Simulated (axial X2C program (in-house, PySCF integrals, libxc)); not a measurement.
**WBr: bond curves with and without spin–orbit coupling**

Aim: find the lowest determinant of WBr, scan the bond at several levels and fit the constants, once spin-free and once with spin–orbit coupling.

The runs use an in-house X2C program for linear molecules on PySCF integrals; all-electron X2C, W dyall-cv3z, Br dyall-cv3z.

All values are calculated.

### Step 1. Set-up

File task.json:

```json
{"zs": [74, 35], "q": 0, "bas": ["dyall-cv3z", "dyall-cv3z"], "levels": ["PBE0", "HF", "BLYP", "PBE50", "LDA"], "cc": true, "r0": 2.51, "thr": -2.0, "nmax": 140}
```

Keys: zs atomic numbers; q charge; bas basis sets; levels methods (HF also brings MP2); cc coupled cluster on or off; r0 starting distance in Å; thr threshold in hartree for freezing inner shells (an s shell follows its p shell); nmax most natural virtual spinors.

On the command line:

```
python so2c.py task.json out
```

Spin-free means the one-electron spin-free X2C Hamiltonian; two-component (2c) means X2C with spin–orbit coupling and atomic mean-field two-electron Coulomb and Gaunt terms. Basis: W dyall-cv3z contracted to [13s14p9d7f4g], Br dyall-cv3z contracted to [8s9p6d4f1g]; Gaussian nuclei, density fitting. Masses: W 183.951 u, Br 78.918 u.

Notation: σ, π±, δ± give the projection m of an orbital's angular momentum (0, ±1, ±2), α and β its spin, Λ and M_S the sums; ω is the projection of a spinor's total angular momentum and Ω the sum. Logs are in hartree.

The results follow Hamiltonian by Hamiltonian and level by level.

### Step 2. State search with PBE0

PBE0 moves the distance from 2.510 Å to 2.413 Å and compares determinants there.

Spin-free determinants:

```
ΔE (eV)             state                                   open shells
   0.00  M_S = 5/2, Λ = 0  beyond closed shells: σα, π+α, π-α, δ+α, δ-α
   1.02  M_S = 5/2, Λ = 1   beyond closed shells: 2 × σα, π+α, δ+α, δ-α
   1.23  M_S = 3/2, Λ = 1           beyond closed shells: π+α, δ+α, δ-α
   1.34  M_S = 3/2, Λ = 2           beyond closed shells: π+α, π-α, δ+α
   1.77  M_S = 3/2, Λ = 0  beyond closed shells: σβ, π+α, π-α, δ+α, δ-α
   1.81  M_S = 5/2, Λ = 2   beyond closed shells: 2 × σα, π+α, π-α, δ+α
   1.85  M_S = 3/2, Λ = 2  beyond closed shells: σα, π+α, π+β, δ+α, δ-α
```

Two-component determinants:

```
ΔE (eV)    state                                        open shells
   0.00  Ω = 5/2                      excess of +ω over −ω: ω = 5/2
   0.84  Ω = 3/2   excess of +ω over −ω: ω = 1/2, ω = -3/2, ω = 5/2
   1.01  Ω = 1/2                      excess of +ω over −ω: ω = 1/2
   1.05  Ω = 1/2  excess of +ω over −ω: ω = -1/2, ω = -3/2, ω = 5/2
   1.13  Ω = 7/2         excess of +ω over −ω: 2 × ω = 1/2, ω = 5/2
   1.60  Ω = 7/2   excess of +ω over −ω: ω = -1/2, ω = 3/2, ω = 5/2
   1.67  Ω = 3/2                      excess of +ω over −ω: ω = 3/2
```

### Step 3. PBE0, spin-free

State followed: M_S = 5/2, Λ = 0 (beyond closed shells: σα, π+α, π-α, δ+α, δ-α). The scan is laid around 2.413 Å, a first estimate of the minimum, and this SCF restarts from the orbitals of the search.

Output at 2.413 Å:

```text
spin-free X2C-1e  PBE0
basis functions 287  fitting functions 1468  grid points 5801
iter        total energy     max residual
   1     -18749.626707032     1.16e-05
   2     -18749.626707033     1.24e-05
converged
one-electron -26912.56013037  Coulomb 8016.30274149  exact exchange -103.68060823  xc functional -317.68248377  nuclear repulsion 567.99377384
```

Along the bond, energies from the lowest point:

```
R (Å)  E (eV)  μ (D)  HOMO (eV)  LUMO (eV)  iterations
2.099  1.0424  -1.80      -5.28      -2.14          13
2.196  0.4261  -2.20      -5.49      -2.23          13
2.268  0.1672  -2.51      -5.65      -2.38          12
2.341  0.0358  -2.83      -5.81      -2.53          12
2.413  0.0000  -3.15      -5.96      -2.69           2
2.498  0.0465  -3.53      -6.13      -2.88          12
2.582  0.1601  -3.91      -6.29      -3.06          13
2.691  0.3704  -4.40      -6.47      -3.29          13
2.823  0.6825  -4.98      -6.66      -3.57          13
3.016  1.1730  -5.77      -6.83      -3.94          15
3.282  1.8141  -6.63      -6.85      -4.36          16
3.619  2.4537  -6.88      -6.87      -4.69          16
```

Dipoles are positive if Br is the positive end.

Outer orbitals at the reference distance:

```tsv
symmetry	occupied	ε (eV)	atomic character
σα	yes	-21.50	74% Br s, 8% W d, 8% W p
σβ	yes	-21.45	75% Br s, 8% W d, 8% W p
σα	yes	-9.92	71% Br p, 12% W d, 12% W s
σβ	yes	-9.60	78% Br p, 10% W d, 7% W s
π+α	yes	-8.83	64% Br p, 28% W d, 3% W f
π-α	yes	-8.83	64% Br p, 28% W d, 3% W f
π-β	yes	-8.30	79% Br p, 10% W d, 5% W f
π+β	yes	-8.30	79% Br p, 10% W d, 5% W f
σα	yes	-6.80	60% W s, 33% W d, 4% W p
δ+α	yes	-6.41	100% W d
δ-α	yes	-6.41	100% W d
π+α	yes	-5.96	70% W d, 19% Br p, 6% W p
π-α	yes	-5.96	70% W d, 19% Br p, 6% W p
σα	no	-2.69	41% W d, 35% W p, 11% Br p
σβ	no	-2.29	78% W s, 12% W d, 7% W p
σβ	no	-1.00	57% W d, 31% W p, 7% Br p
π-α	no	-0.90	88% W p, 4% Br p, 3% W d
```

PBE0 fields in the half plane through the axis: z from -2.4 to 4.8 Å across, distance from the axis 0.15 to 2.25 Å upwards; W lies at z = 0 and Br at z = 2.413 Å; the ELF is damped to zero where the density is low.

log10 density (e/bohr³). Ten even steps from '0' (-4.72 ) to '9' (1.80 ):
```
1112222222222222222211100
1122333333333333333222110
1223334444333334443332210
1223344444444444444433211
1233445555544455555443221
1233455666555556665543321
1223456777655566766544321
1223457898755568986554321
```

ELF. Ten even steps from ' ' (0.00 ) to '@' (0.85 ):
```
    ..::========--::....      ....::..            
    ::==++****++==--::..  ..::--======::..        
  ..--++**####**====--::..::==**####**++--..      
  ..--++**####++====--::::==**%%@@@@%%##++::..    
    ::==++****++====--::--**%%@@@@@@@@%%**==..    
      ..--==********++::==%%%%##++##@@@@%%++::    
          --##++--++**::++%%++::==::++@@%%**::    
          --**++--++++::++%%::%%::%%::%%%%**--..  
```

Re = 2.410 Å, ωe = 259.2 cm⁻¹, ωexe = 0.552 cm⁻¹, Be = 0.05257 cm⁻¹, De = 3.62 eV, μ = -3.14 D.

### Step 4. HF, spin-free

Output at 2.413 Å:

```text
spin-free X2C-1e  HF
basis functions 287  fitting functions 1468  grid points 5801
iter        total energy     max residual
   1     -18742.986047937     9.92e-01
   2     -18743.040727729     2.01e-02
   3     -18743.042381841     2.23e-02
   4     -18743.044520224     1.68e-03
   5     -18743.044715725     9.66e-04
   6     -18743.044777218     7.14e-04
   7     -18743.044813930     4.88e-04
   8     -18743.044837099     2.97e-04
   9     -18743.044847330     1.55e-04
  10     -18743.044850473     7.24e-05
  11     -18743.044851506     2.18e-05
  12     -18743.044851593     6.93e-06
  13     -18743.044851599     4.44e-06
  14     -18743.044851600     1.39e-06
converged
one-electron -26914.62488250  Coulomb 8018.60303197  exact exchange -415.01677491  xc functional 0.00000000  nuclear repulsion 567.99377384
```

Re = 2.496 Å, ωe = 238.4 cm⁻¹, ωexe = 0.481 cm⁻¹, Be = 0.04901 cm⁻¹, De = 2.46 eV, μ = -4.35 D.

### Step 5. BLYP, spin-free

Output at 2.413 Å:

```text
spin-free X2C-1e  BLYP
basis functions 287  fitting functions 1468  grid points 5801
iter        total energy     max residual
   1     -18751.176014891     2.97e-01
   2     -18751.185305111     1.83e-02
   3     -18751.178196250     3.53e-02
   4     -18751.188589475     1.72e-03
   5     -18751.188491551     2.81e-03
   6     -18751.188717610     3.09e-04
   7     -18751.188719275     4.14e-05
   8     -18751.188719293     2.75e-05
   9     -18751.188719313     6.41e-06
  10     -18751.188719314     4.46e-06
converged
one-electron -26909.76078038  Coulomb 8013.40878602  exact exchange 0.00000000  xc functional -422.83049879  nuclear repulsion 567.99377384
```

Re = 2.440 Å, ωe = 244.0 cm⁻¹, ωexe = 0.58 cm⁻¹, Be = 0.05127 cm⁻¹, De = 3.64 eV, μ = -2.58 D.

### Step 6. PBE50, spin-free

The SCF at the reference distance of 2.413 Å:

```text
spin-free X2C-1e  PBE50
basis functions 287  fitting functions 1468  grid points 5801
iter        total energy     max residual
   1     -18749.448328706     3.31e-01
   2     -18749.454870162     1.12e-02
   3     -18749.454313501     1.76e-02
   4     -18749.455776684     8.77e-04
   5     -18749.455786894     6.18e-04
   6     -18749.455791266     9.55e-05
   7     -18749.455791699     2.32e-05
   8     -18749.455791733     7.83e-06
   9     -18749.455791738     5.01e-06
  10     -18749.455791740     1.22e-06
converged
one-electron -26914.81533442  Coulomb 8018.66383410  exact exchange -207.43106667  xc functional -213.86699860  nuclear repulsion 567.99377384
```

No constants are quoted: the solution changes its character somewhere along the scan, so the fit is set aside.

### Step 7. LDA, spin-free

Output at 2.413 Å:

```text
spin-free X2C-1e  LDA
basis functions 287  fitting functions 1468  grid points 5801
iter        total energy     max residual
   1     -18736.106676299     1.76e+00
   2     -18736.127523921     2.24e-02
   3     -18736.120080133     3.52e-02
   4     -18736.130795214     2.31e-03
   5     -18736.130484638     3.95e-03
   6     -18736.130941625     4.50e-04
   7     -18736.130943190     1.28e-04
   8     -18736.130943451     3.49e-05
   9     -18736.130943493     3.60e-06
  10     -18736.130943493     7.95e-07
converged
one-electron -26909.45148883  Coulomb 8012.97195616  exact exchange 0.00000000  xc functional -407.64518467  nuclear repulsion 567.99377384
```

Re = 2.362 Å, ωe = 272.9 cm⁻¹, ωexe = 0.599 cm⁻¹, Be = 0.0547 cm⁻¹, De = 4.32 eV, μ = -2.31 D.

### Step 8. MP2, spin-free

Correlated methods: 27 electrons correlated (frozen shells, counted by type: W 5 s, 4 p, 2 d; Br 3 s, 2 p, 1 d), 329 virtual spinors in MP2.

Output of the correlated part at 2.413 Å:

```text
correlated 27  virtual 329  natural virtual 140  E(MP2) -0.866011577  MP2 remainder -0.030816111
iter   CCSD correlation   residual
   1     -0.760995620   1.31e-01
   2     -0.784046446   4.87e-02
   3     -0.785736344   2.02e-02
   4     -0.785114511   8.92e-03
   5     -0.785541823   4.20e-03
   6     -0.785526095   1.94e-03
   7     -0.785523718   9.31e-04
   8     -0.785530622   3.77e-04
   9     -0.785518280   1.63e-04
  10     -0.785522884   6.05e-05
  11     -0.785520359   2.47e-05
  12     -0.785520948   9.68e-06
  13     -0.785520993   3.85e-06
  14     -0.785520866   1.66e-06
  15     -0.785520901   7.68e-07
  16     -0.785520881   4.03e-07
  17     -0.785520880   2.21e-07
(T) -0.017592421  T1 0.0207  D1 0.0763  max T2 0.036
```

T1 in the output is the amplitude norm over the root of the electron number; divide by √2 for the Lee–Taylor value.

Coupled cluster ran at too few distances for a curve.

MP2: Re = 2.406 Å, ωe = 262.8 cm⁻¹, Be = 0.05274 cm⁻¹, De = 3.53 eV.

### Step 9. A higher determinant, spin-free

State: M_S = 5/2, Λ = 1 (beyond closed shells: 2 × σα, π+α, δ+α, δ-α).

Output at the reference distance:

```text
spin-free X2C-1e  PBE0
basis functions 287  fitting functions 1468  grid points 5801
iter        total energy     max residual
   1     -18749.589395273     5.30e-06
   2     -18749.589395272     8.27e-06
converged
one-electron -26909.11340665  Coulomb 8012.83027590  exact exchange -103.66599931  xc functional -317.63403906  nuclear repulsion 567.99377384
```

```
R (Å)  E above the lowest PBE0 point (eV)
2.099                               2.252
2.196                               1.581
2.268                               1.278
2.341                               1.100
2.413                               1.015
2.498                               1.004
2.582                               1.060
2.691                               1.197
2.823                               1.426
```

Re = 2.466 Å, ωe = 228.8 cm⁻¹, ωexe = 0.523 cm⁻¹, Be = 0.05019 cm⁻¹, μ = -1.14 D. Te = 1.00 eV.

State: M_S = 3/2, Λ = 1 (beyond closed shells: π+α, δ+α, δ-α).

Output at the reference distance:

```text
spin-free X2C-1e  PBE0
basis functions 287  fitting functions 1468  grid points 5801
iter        total energy     max residual
   1     -18749.581627165     1.85e-05
   2     -18749.581627179     2.32e-05
   3     -18749.581627198     7.31e-06
   4     -18749.581627205     6.78e-06
   5     -18749.581627212     5.37e-06
   6     -18749.581627223     3.46e-06
   7     -18749.581627229     1.47e-06
   8     -18749.581627229     6.17e-07
converged
one-electron -26907.25724649  Coulomb 8010.87101302  exact exchange -103.63010890  xc functional -317.55905870  nuclear repulsion 567.99377384
```

```
R (Å)  E above the lowest PBE0 point (eV)
2.099                               1.798
2.196                               1.363
2.268                               1.220
2.341                               1.185
2.413                               1.227
2.498                               1.341
2.582                               1.501
2.691                               1.747
2.823                               2.075
```

Re = 2.333 Å, ωe = 271.2 cm⁻¹, ωexe = 0.704 cm⁻¹, Be = 0.05607 cm⁻¹, μ = -0.90 D. Te = 1.19 eV.

### Step 10. The spin-free curves together

Energy (eV) of the followed determinant, spin-free, from each level's lowest point:

```
R (Å)   PBE0     HF    MP2   BLYP  PBE50 (jumps)    LDA
2.099  1.042  1.593  1.027  1.171          1.065  0.777
2.196  0.426  0.788  0.417  0.514          0.437  0.265
2.268  0.167  0.408  0.161  0.225          0.172  0.073
2.341  0.036  0.171  0.032  0.064          0.037  0.000
2.413  0.000  0.044  0.000  0.000          0.000  0.014
2.498  0.046  0.000  0.052  0.014          0.047  0.111
2.582  0.160  0.038  0.172  0.095          0.164  0.265
2.691  0.370  0.171  0.394  0.265          0.380  0.517
2.823  0.683  0.413  0.725  0.529          0.704  0.865
3.016  1.173  0.839  1.253  0.952          1.217  1.385
3.282  1.814  1.453  1.971  1.511          1.901  2.037
3.619  2.454  2.165  2.783  2.095          2.602  2.686
```

(Part 1 of 2 ends here.)
